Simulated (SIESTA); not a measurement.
DyAgB4F16:

```
Dy Ag B F
1.0
     5.40539   -0.12478   -0.02960
     0.15132    6.87214    0.16225
     0.52959    1.25889    9.42097
Dy Ag B F
1 1 4 16
Direct
  0.51926 0.02752 0.47238
  0.00308 0.96247 0.98684
  0.98119 0.21513 0.31959
  0.55178 0.22688 0.79930
  0.47337 0.81347 0.22481
  0.99486 0.73882 0.66272
  0.19674 0.24063 0.39809
  0.91781 0.00730 0.35012
  0.01586 0.28058 0.17896
  0.77162 0.30239 0.38449
  0.47614 0.41013 0.81522
  0.80733 0.19785 0.81155
  0.42093 0.07423 0.88754
  0.50163 0.19842 0.64733
  0.25481 0.75420 0.17645
  0.46718 0.02640 0.22928
  0.49267 0.73816 0.37648
  0.68047 0.76644 0.14835
  0.00443 0.57478 0.60200
  0.19811 0.87672 0.59928
  0.00419 0.71679 0.80764
  0.76655 0.85071 0.62158
```

The cell was built by a generator and needn't be a form met in nature.

Base run:

```yaml
Program: SIESTA 5.4.2
Functional: BLYP
Potentials_or_basis: PseudoDojo 0.4 standard with PseudoDojo 3+ lanthanides (4f in the core) (PBE files)
Basis: DZP (energy shift 0.003 Ry; two zetas on semicore shells)
Grid_cutoff: 800 Ry
Energy_shift: 0.003 Ry
k_mesh: 5 × 4 × 3
Occupations: fermi-dirac, width 0.05 eV
Spin: collinear spin, ferromagnetic start
Starting_moments: "[5.0, 0.0, 0.0, 0.0, 0.0, 0.0, 0.0, 0.0, 0.0, 0.0, 0.0, 0.0, 0.0, 0.0, 0.0, 0.0, 0.0, 0.0, 0.0, 0.0, 0.0, 0.0] μB"
```

Its results: band gap on the k mesh 4.24 eV, indirect (least direct gap 4.26 eV); pressure 2.5 GPa; net moment 0.00 μB per cell; largest force 0.928 eV/Å.

Question: The run is repeated on the same cell with these changes: functional from BLYP to RPBE. What comes out?

Answer: Band gap on the k mesh 4.46 eV, indirect (least direct gap 4.48 eV); pressure 2.4 GPa; net moment 0.00 μB per cell; largest force 0.738 eV/Å.

Caveats: the magnetic or orbital state may not be the lowest; short orbitals over semicore shells can move pressures by several GPa; the potentials were made for another functional, which shifts forces and pressure; spin-orbit coupling is left out, which moves the levels of the heavy elements; the 4f electrons are frozen in the core as for a trivalent ion, so they carry no moment and show no levels; the basis of atomic orbitals isn't converged, which shifts pressures, moduli and gaps.
